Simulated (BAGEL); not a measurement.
**HF/cc-pVDZ (density fitting with qzvpp-jkfit) run of BAsH2F2 (SMILES FB(F)[AsH2])**

Aim: the vertical singlet–triplet gap of BAsH2F2 at HF/cc-pVDZ (density fitting with qzvpp-jkfit), from 2 runs. 

The results are computed with BAGEL 1.2.2.

3 further runs of the same task are left out: 3 that didn't finish. Runs told in other sessions of the task aren't counted.

## Step 1: Starting point

BAsH2F2 has 6 atoms, charge 0, and is taken as a singlet. SMILES: `FB(F)[AsH2]`. The shape comes from GFN2-xTB, which is rough for such elements, and wasn't checked as a minimum.

Bond lengths: F1–B2 1.319 Å, B2–F3 1.320 Å, B2–As4 2.014 Å, As4–H5 1.499 Å, As4–H6 1.499 Å. Angles: F1–B2–F3 113.3°, F1–B2–As4 123.3°, F3–B2–As4 123.3°, B2–As4–H5 92.8°, B2–As4–H6 92.8°, H5–As4–H6 90.6°.

## Step 2: A single-point energy at HF/cc-pVDZ (density fitting with qzvpp-jkfit)

The input, hf.json:

```json
{ "bagel" : [

{
  "title" : "molecule",
  "basis" : "cc-pvdz.json",
  "df_basis" : "qzvpp-jkfit",
  "angstrom" : true,
  "geometry" : [
    { "atom" : "F", "xyz" : [       1.062910,      -1.552530,      -0.329520 ] },
    { "atom" : "B", "xyz" : [       0.044880,      -0.848020,       0.125550 ] },
    { "atom" : "F", "xyz" : [      -0.576600,      -1.422770,       1.138490 ] },
    { "atom" : "As", "xyz" : [      -0.577910,       0.869150,      -0.721970 ] },
    { "atom" : "H", "xyz" : [       0.815010,       1.413670,      -0.816780 ] },
    { "atom" : "H", "xyz" : [      -0.768300,       1.540500,       0.604230 ] }
  ]
},

{
  "title" : "hf"
},

{
  "title" : "print",
  "file" : "orbitals.molden",
  "orbitals" : true
}

]}
```

The basis set cc-pVDZ is read from a file made from the Basis Set Exchange's data (not shown).

Launch:

```
$ BAGEL_NUM_THREADS=1 BAGEL hf.json > hf.out
```

Standard output:

```text
* using 1 threads per process

  ===============================================================
  ===============================================================

  *** Geometry ***

  { "atom" : "F", "xyz" : [      2.008609,     -2.933857,     -0.622703 ] },
  { "atom" : "B", "xyz" : [      0.084811,     -1.602526,      0.237255 ] },
  { "atom" : "F", "xyz" : [     -1.089616,     -2.688646,      2.151434 ] },
  { "atom" : "As", "xyz" : [     -1.092092,      1.642455,     -1.364326 ] },
  { "atom" : "H", "xyz" : [      1.540146,      2.671449,     -1.543491 ] },
  { "atom" : "H", "xyz" : [     -1.451877,      2.911123,      1.141829 ] },

  Number of auxiliary basis functions:      531

  Since a DF basis is specified, we compute 2- and 3-index integrals:
    o Being stored without compression. Storage requirement is 0.027 GB

  Number of basis functions:       79
  Number of electrons      :       58

    * METHOD: MOLECULE                             0.31

  *** RHF ***

  === Nuclear Repulsion ===
   236.7249699046

      * DIIS with orbital gradients will be used.

  === RHF iteration (cc-pvdz.json) ===
      0      -2458.80570881          0.01538471           0.11
      1      -2458.94925612          0.00994028           0.11
      2      -2459.01635989          0.00124598           0.11
      3      -2459.01803251          0.00030422           0.11
      4      -2459.01811344          0.00007717           0.11
      5      -2459.01812191          0.00001630           0.11
      6      -2459.01812235          0.00000455           0.11
      7      -2459.01812238          0.00000143           0.11
      8      -2459.01812238          0.00000060           0.11
      9      -2459.01812238          0.00000020           0.11
     10      -2459.01812238          0.00000005           0.11
     11      -2459.01812238          0.00000002           0.11
     12      -2459.01812238          0.00000000           0.11
    * SCF iteration converged.

    * Permanent dipole moment:
           (    0.014087,    -0.483962,     0.061781) a.u.

    * METHOD: HF                                   1.66

    * METHOD: PRINT                                0.01

  ===============================================================
```

It took 2.2 s on 1 thread of Arm Neoverse V2, shared host; peak memory 0.12 GiB.

## Step 3: The triplet, same level

The input, calc.json:

```json
{ "bagel": [

{
  "title": "molecule",
  "basis": "cc-pvdz.json",
  "df_basis": "qzvpp-jkfit",
  "angstrom": true,
  "geometry": [
    { "atom": "F", "xyz": [    1.062910,   -1.552530,   -0.329520 ] },
    { "atom": "B", "xyz": [    0.044880,   -0.848020,    0.125550 ] },
    { "atom": "F", "xyz": [   -0.576600,   -1.422770,    1.138490 ] },
    { "atom": "As", "xyz": [   -0.577910,    0.869150,   -0.721970 ] },
    { "atom": "H", "xyz": [    0.815010,    1.413670,   -0.816780 ] },
    { "atom": "H", "xyz": [   -0.768300,    1.540500,    0.604230 ] }
  ]
},
{
  "title": "uhf",
  "nopen": 2
},
{
  "title": "print",
  "file": "orbitals.molden",
  "orbitals": true
}

]}
```

The basis set cc-pVDZ is read from a file made from the Basis Set Exchange's data (not shown).

Launch:

```
$ BAGEL_NUM_THREADS=1 BAGEL calc.json > calc.out
```

Standard output:

```text
* using 1 threads per process

  ===============================================================
  ===============================================================

  *** Geometry ***

  { "atom" : "F", "xyz" : [      2.008609,     -2.933857,     -0.622703 ] },
  { "atom" : "B", "xyz" : [      0.084811,     -1.602526,      0.237255 ] },
  { "atom" : "F", "xyz" : [     -1.089616,     -2.688646,      2.151434 ] },
  { "atom" : "As", "xyz" : [     -1.092092,      1.642455,     -1.364326 ] },
  { "atom" : "H", "xyz" : [      1.540146,      2.671449,     -1.543491 ] },
  { "atom" : "H", "xyz" : [     -1.451877,      2.911123,      1.141829 ] },

  Number of auxiliary basis functions:      531

  Since a DF basis is specified, we compute 2- and 3-index integrals:
    o Being stored without compression. Storage requirement is 0.027 GB

  Number of basis functions:       79
  Number of electrons      :       58

    * METHOD: MOLECULE                             0.30

  *** Open-shell HF ***

  === Nuclear Repulsion ===
   236.7249699046

      * DIIS with orbital gradients will be used.

  === UHF iteration (cc-pvdz.json) ===
      0      -2458.51088354          0.03408227           0.23
      1      -2458.71465667          0.02182834           0.22
      2      -2458.77857541          0.01214244           0.22
      3      -2458.81001345          0.00181704           0.22
      4      -2458.81257609          0.00109937           0.22
      5      -2458.81384866          0.00072768           0.22
      6      -2458.81518792          0.00026089           0.22
      7      -2458.81536660          0.00009797           0.22
      8      -2458.81539224          0.00003414           0.22
      9      -2458.81539579          0.00001854           0.22
     10      -2458.81539712          0.00000805           0.22
     11      -2458.81539734          0.00000338           0.22
     12      -2458.81539736          0.00000142           0.22
     13      -2458.81539737          0.00000055           0.22
     14      -2458.81539737          0.00000037           0.22
     15      -2458.81539737          0.00000032           0.22
     16      -2458.81539737          0.00000026           0.22
     17      -2458.81539737          0.00000018           0.22
     18      -2458.81539737          0.00000011           0.22
     19      -2458.81539737          0.00000006           0.22
     20      -2458.81539737          0.00000003           0.22
     21      -2458.81539737          0.00000002           0.22
     22      -2458.81539737          0.00000002           0.22
     23      -2458.81539737          0.00000001           0.22
     24      -2458.81539737          0.00000001           0.22
    * SCF iteration converged.

    * S^2 (UHF) is 2.0085

    * Permanent dipole moment:
           (    0.609070,    -1.449365,     0.811721) a.u.

    * METHOD: UHF                                  5.79

    * METHOD: PRINT                                0.01

  ===============================================================
```

Wall time 6.3 s (1 thread of Arm Neoverse V2, shared host); peak memory 0.12 GiB.

## Step 4: What came out

At HF/cc-pVDZ (density fitting with qzvpp-jkfit):

| quantity | value |
| --- | --- |
| singlet: total energy | -2459.01812 Eh |
| singlet: dipole moment | 1.24 D |
| singlet: HOMO energy | -10.65 eV |
| singlet: LUMO energy | 3.29 eV |
| singlet: HOMO–LUMO gap | 13.94 eV |
| triplet: total energy | -2458.81540 Eh |
| triplet: dipole moment | 4.50 D |
| triplet: ⟨S²⟩ | 2.009 |
| vertical energy of the triplet above the singlet | 5.516 eV |

What this shows: At this shape the triplet lies 5.52 eV (127 kcal/mol) above the singlet.
